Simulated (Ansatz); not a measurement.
# GaH3: the cost of one run

Computed with Ansatz 0.2.0, Gaussian basis. Level: PBE0-D4/def2-TZVP structures, single points in def2-TZVPP, no counterpoise correction.

Levels: SPW92, PBE-D4, BLYP-D4, r2SCAN-D4, B97M-V, PBE0-D4, B3LYP-D4, r2SCAN0-D4, BHLYP-D4, CAM-B3LYP-D4, wB97X-V, wB97M-V, B2PLYP, PBE-QIDH, RPA on PBE, Hartree-Fock, MP2, CCSD, CCSD(T).

Correlated methods freeze the cores. Filled d shells of the heavier atoms are correlated. B3LYP uses VWN-RPA correlation. B2PLYP carries no dispersion term here.

113 further runs of the same task are left out: 113 set aside as unsound or not needed.

## 1. The starting structure

The complex: 11 atoms, charge 0, spin multiplicity 1.

Atoms are counted from 1 here; the program's logs count them from 0.

Bond lengths: Ga1–H2 1.594 Å, Ga1–H3 1.584 Å, Ga1–H4 1.573 Å, Ga1–O6 2.097 Å, H5–O6 1.012 Å, O6–H9 0.960 Å, H7–N8 1.017 Å, N8–H10 1.013 Å, N8–H11 1.013 Å. Angles: H2–Ga1–H3 116.2°, H2–Ga1–H4 117.4°, H2–Ga1–O6 96.7°, H3–Ga1–H4 119.3°, H3–Ga1–O6 98.1°, H4–Ga1–O6 101.7°, Ga1–O6–H5 108.2°, Ga1–O6–H9 110.9°, H5–O6–H9 108.3°, H7–N8–H10 107.9°, H7–N8–H11 108.0°, H10–N8–H11 107.9°.

Coordinates:

```xyz
11

Ga   -1.6088    0.5072   -0.7725
H    -0.3452    0.2858   -1.7195
H    -2.5561   -0.7451   -0.5654
H    -2.2195    1.9554   -0.7051
H     0.3433    0.0083    0.8655
O    -0.5730    0.3976    1.0472
H     1.5420   -0.3794   -0.7720
N     1.7867   -0.4964    0.2078
H    -1.0284   -0.1787    1.6660
H     2.0792   -1.4563    0.3428
H     2.5798    0.1016    0.4052
```

Its parts: GaH₃ holds atoms 1, 2, 3, 4; H₂O holds atoms 5, 6, 9; NH₃ holds atoms 7, 8, 10, 11. Each part counts its atoms afresh in its own runs.

## 2. Relaxing GaH₃ alone

Contents of relax-a/in.yaml:

```yaml
crystal:
  periodic: [false, false, false]
  atoms:
    - {symbol: Ga, position_ang: [-1.608760, 0.507173, -0.772547]}
    - {symbol: H, position_ang: [-0.345216, 0.285800, -1.719498]}
    - {symbol: H, position_ang: [-2.556094, -0.745134, -0.565429]}
    - {symbol: H, position_ang: [-2.219502, 1.955357, -0.705076]}
basis:
  gaussian: {orbitals: def2-TZVP}
hamiltonian: {xc: pbe0, dispersion: d4}
relax: {f_tol: 0.005, max_steps: 200}
```

Command:

```bash
ansatz run in.yaml --threads 4 --pin off --events-out ev --progress --plain --max-ram 9574MiB
```

**Question.** How long does this run take on 4 threads of Arm Neoverse V2, shared host?

About 1.8 s.
